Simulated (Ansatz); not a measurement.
# Li4Mo: the cost of one run

Method: DFT PBE, scalar-relativistic, plane waves, PAW, in Ansatz 0.2.0.

2 further runs of the same task are left out: 1 that didn't finish, 1 set aside as unsound or not needed.

### Step 1. The structure to begin with

It takes space group P-43m (No. 215, cubic). Conventional cell: a = 4.096 Å, b = 4.096 Å, c = 4.096 Å, α = 90.00°, β = 90.00°, γ = 90.00°. Li (site symmetry 3m) is surrounded by 1 Mo at 1.77 Å. Around Mo (site symmetry -43m) lie 4 Li at 1.77 Å.

Structure file:

```cif
data_structure
_symmetry_space_group_name_H-M 'P-43m'
_symmetry_Int_Tables_number 215
_cell_length_a 4.0965
_cell_length_b 4.0965
_cell_length_c 4.0965
_cell_angle_alpha 90.000
_cell_angle_beta 90.000
_cell_angle_gamma 90.000
_cell_volume 68.74
loop_
_atom_site_label
_atom_site_type_symbol
_atom_site_symmetry_multiplicity
_atom_site_Wyckoff_symbol
_atom_site_fract_x
_atom_site_fract_y
_atom_site_fract_z
_atom_site_occupancy
Li1 Li 4 e 0.25000 0.25000 0.25000 1
Mo1 Mo 1 a 0.00000 0.00000 0.00000 1
```

A structure generator made this guess: species swapped into a database cell of SnI4 (P-43m, No. 215), with Mo on the Sn sites and Li on the I sites. Lengths come from tabulated atomic sizes and are only a guess.

### Step 2. Probe: one point on a coarse mesh

File input.yaml:

```yaml
crystal:
  lattice:
    - [4.09649131, 0.0, 0.0]
    - [0.0, 4.09649131, 0.0]
    - [0.0, 0.0, 4.09649131]
  atoms:
    - { symbol: Li, position: [0.25, 0.25, 0.25] }
    - { symbol: Li, position: [0.75, 0.75, 0.25] }
    - { symbol: Li, position: [0.25, 0.75, 0.75] }
    - { symbol: Li, position: [0.75, 0.25, 0.75] }
    - { symbol: Mo, position: [0.0, 0.0, 0.0] }
basis:
  ecutwfc: 420
kpoints:
  mp_grid: { grid: [4, 4, 4] }
hamiltonian:
  xc: pbe
scf:
  occupations: { method: gaussian, width: 0.1 }
  lower_state_search: "off"
output:
  forces: true
  stress: true
  eigenvalues: true
```

Launch:

```
$ ansatz run input.yaml --threads 1 --pin off --max-ram 2560MiB --backend cpu --events-out ev --progress --plain --runs-dir out
```

**Question.** How long does this run take on 1 thread of Arm Neoverse V1, shared host, and how much memory does it need?

About 1.5 s, with a peak of 0.29 GiB.
